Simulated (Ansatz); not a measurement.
# Si26BiC27 (Moissanite 3C): the cost of one run

Method: DFT, PBE, plane-wave PAW, default files, scalar-relativistic, in Ansatz 0.2.0.

1 further run of the same task is left out (it didn't finish).

### 1 The starting structure

The structure is cubic, space group F-43m (No. 216). The conventional cell has a = 13.074 Å, b = 13.074 Å, c = 13.074 Å, α = 90.00°, β = 90.00°, γ = 90.00°. Bi (site symmetry -43m) has 4 C at 1.89 Å as nearest neighbours. Around Si (site symmetry m) lie 4 C at 1.89 Å. Si (site symmetry 3m) has 4 C at 1.89 Å as nearest neighbours. Si (site symmetry 2mm) has 4 C at 1.89 Å as nearest neighbours. C (site symmetry 3m) has 1 Bi at 1.89 Å and 3 Si at 1.89 Å as nearest neighbours. Around C (site symmetry 2mm) lie 4 Si at 1.89 Å. C (site symmetry m) has 4 Si at 1.89 Å as nearest neighbours. Only part of the 10 independent sites is listed.

As a file:

```xyz
54
Lattice="0.0000 6.5370 6.5370 6.5370 0.0000 6.5370 6.5370 6.5370 0.0000" Properties=species:S:1:pos:R:3 pbc="T T T"
Bi    0.0000    0.0000    0.0000
Si    2.1790    2.1790    0.0000
Si    4.3580    4.3580    0.0000
Si    2.1790    0.0000    2.1790
Si    4.3580    2.1790    2.1790
Si    6.5370    4.3580    2.1790
Si    4.3580    0.0000    4.3580
Si    6.5370    2.1790    4.3580
Si    8.7160    4.3580    4.3580
Si    0.0000    2.1790    2.1790
Si    2.1790    4.3580    2.1790
Si    4.3580    6.5370    2.1790
Si    2.1790    2.1790    4.3580
Si    4.3580    4.3580    4.3580
Si    6.5370    6.5370    4.3580
Si    4.3580    2.1790    6.5370
Si    6.5370    4.3580    6.5370
Si    8.7160    6.5370    6.5370
Si    0.0000    4.3580    4.3580
Si    2.1790    6.5370    4.3580
Si    4.3580    8.7160    4.3580
Si    2.1790    4.3580    6.5370
Si    4.3580    6.5370    6.5370
Si    6.5370    8.7160    6.5370
Si    4.3580    4.3580    8.7160
Si    6.5370    6.5370    8.7160
Si    8.7160    8.7160    8.7160
C     1.0895    1.0895    1.0895
C     3.2685    3.2685    1.0895
C     5.4475    5.4475    1.0895
C     3.2685    1.0895    3.2685
C     5.4475    3.2685    3.2685
C     7.6265    5.4475    3.2685
C     5.4475    1.0895    5.4475
C     7.6265    3.2685    5.4475
C     9.8055    5.4475    5.4475
C     1.0895    3.2685    3.2685
C     3.2685    5.4475    3.2685
C     5.4475    7.6265    3.2685
C     3.2685    3.2685    5.4475
C     5.4475    5.4475    5.4475
C     7.6265    7.6265    5.4475
C     5.4475    3.2685    7.6265
C     7.6265    5.4475    7.6265
C     9.8055    7.6265    7.6265
C     1.0895    5.4475    5.4475
C     3.2685    7.6265    5.4475
C     5.4475    9.8055    5.4475
C     3.2685    5.4475    7.6265
C     5.4475    7.6265    7.6265
C     7.6265    9.8055    7.6265
C     5.4475    5.4475    9.8055
C     7.6265    7.6265    9.8055
C     9.8055    9.8055    9.8055
```

Atom 1 of the input is the impurity.

### 2 Single point at the given positions

Contents of input.yaml:

```yaml
crystal:
  lattice:
    - [0.0, 6.537, 6.537]
    - [6.537, 0.0, 6.537]
    - [6.537, 6.537, 0.0]
  atoms:
    - { symbol: Bi, position: [0.0, 0.0, 0.0], spin: 1.0 }
    - { symbol: Si, position: [0.0, 0.0, 0.3333333333] }
    - { symbol: Si, position: [0.0, 0.0, 0.6666666667] }
    - { symbol: Si, position: [0.0, 0.3333333333, 0.0] }
    - { symbol: Si, position: [0.0, 0.3333333333, 0.3333333333] }
    - { symbol: Si, position: [0.0, 0.3333333333, 0.6666666667] }
    - { symbol: Si, position: [0.0, 0.6666666667, 0.0] }
    - { symbol: Si, position: [0.0, 0.6666666667, 0.3333333333] }
    - { symbol: Si, position: [0.0, 0.6666666667, 0.6666666667] }
    - { symbol: Si, position: [0.3333333333, 0.0, 0.0] }
    - { symbol: Si, position: [0.3333333333, 0.0, 0.3333333333] }
    - { symbol: Si, position: [0.3333333333, 0.0, 0.6666666667] }
    - { symbol: Si, position: [0.3333333333, 0.3333333333, 0.0] }
    - { symbol: Si, position: [0.3333333333, 0.3333333333, 0.3333333333] }
    - { symbol: Si, position: [0.3333333333, 0.3333333333, 0.6666666667] }
    - { symbol: Si, position: [0.3333333333, 0.6666666667, 0.0] }
    - { symbol: Si, position: [0.3333333333, 0.6666666667, 0.3333333333] }
    - { symbol: Si, position: [0.3333333333, 0.6666666667, 0.6666666667] }
    - { symbol: Si, position: [0.6666666667, 0.0, 0.0] }
    - { symbol: Si, position: [0.6666666667, 0.0, 0.3333333333] }
    - { symbol: Si, position: [0.6666666667, 0.0, 0.6666666667] }
    - { symbol: Si, position: [0.6666666667, 0.3333333333, 0.0] }
    - { symbol: Si, position: [0.6666666667, 0.3333333333, 0.3333333333] }
    - { symbol: Si, position: [0.6666666667, 0.3333333333, 0.6666666667] }
    - { symbol: Si, position: [0.6666666667, 0.6666666667, 0.0] }
    - { symbol: Si, position: [0.6666666667, 0.6666666667, 0.3333333333] }
    - { symbol: Si, position: [0.6666666667, 0.6666666667, 0.6666666667] }
    - { symbol: C, position: [0.0833333333, 0.0833333333, 0.0833333333] }
    - { symbol: C, position: [0.0833333333, 0.0833333333, 0.4166666667] }
    - { symbol: C, position: [0.0833333333, 0.0833333333, 0.75] }
    - { symbol: C, position: [0.0833333333, 0.4166666667, 0.0833333333] }
    - { symbol: C, position: [0.0833333333, 0.4166666667, 0.4166666667] }
    - { symbol: C, position: [0.0833333333, 0.4166666667, 0.75] }
    - { symbol: C, position: [0.0833333333, 0.75, 0.0833333333] }
    - { symbol: C, position: [0.0833333333, 0.75, 0.4166666667] }
    - { symbol: C, position: [0.0833333333, 0.75, 0.75] }
    - { symbol: C, position: [0.4166666667, 0.0833333333, 0.0833333333] }
    - { symbol: C, position: [0.4166666667, 0.0833333333, 0.4166666667] }
    - { symbol: C, position: [0.4166666667, 0.0833333333, 0.75] }
    - { symbol: C, position: [0.4166666667, 0.4166666667, 0.0833333333] }
    - { symbol: C, position: [0.4166666667, 0.4166666667, 0.4166666667] }
    - { symbol: C, position: [0.4166666667, 0.4166666667, 0.75] }
    - { symbol: C, position: [0.4166666667, 0.75, 0.0833333333] }
    - { symbol: C, position: [0.4166666667, 0.75, 0.4166666667] }
    - { symbol: C, position: [0.4166666667, 0.75, 0.75] }
    - { symbol: C, position: [0.75, 0.0833333333, 0.0833333333] }
    - { symbol: C, position: [0.75, 0.0833333333, 0.4166666667] }
    - { symbol: C, position: [0.75, 0.0833333333, 0.75] }
    - { symbol: C, position: [0.75, 0.4166666667, 0.0833333333] }
    - { symbol: C, position: [0.75, 0.4166666667, 0.4166666667] }
    - { symbol: C, position: [0.75, 0.4166666667, 0.75] }
    - { symbol: C, position: [0.75, 0.75, 0.0833333333] }
    - { symbol: C, position: [0.75, 0.75, 0.4166666667] }
    - { symbol: C, position: [0.75, 0.75, 0.75] }
magnetization:
  spin_polarized: true
kpoints:
  mp_grid: { grid: [3, 3, 3] }
scf:
  occupations: { method: fermi_dirac, width: 0.01 }
hamiltonian:
  xc: pbe
  pseudopotentials: { kind: paw }
output:
  forces: true
  stress: true
  populations: true
  efg: { quadrupole_moments_barn: { Bi: -0.516 }, contact_densities: true }
```

The run is started by

```bash
$ ansatz run input.yaml --threads 1 --pin off --max-ram 3072MiB --backend cpu --events-out ev --progress --plain --runs-dir out
```

What time and memory should one allow on 1 thread of Arm Neoverse V1, shared host?

About 5.9 min, with a peak of 1.4 GiB.
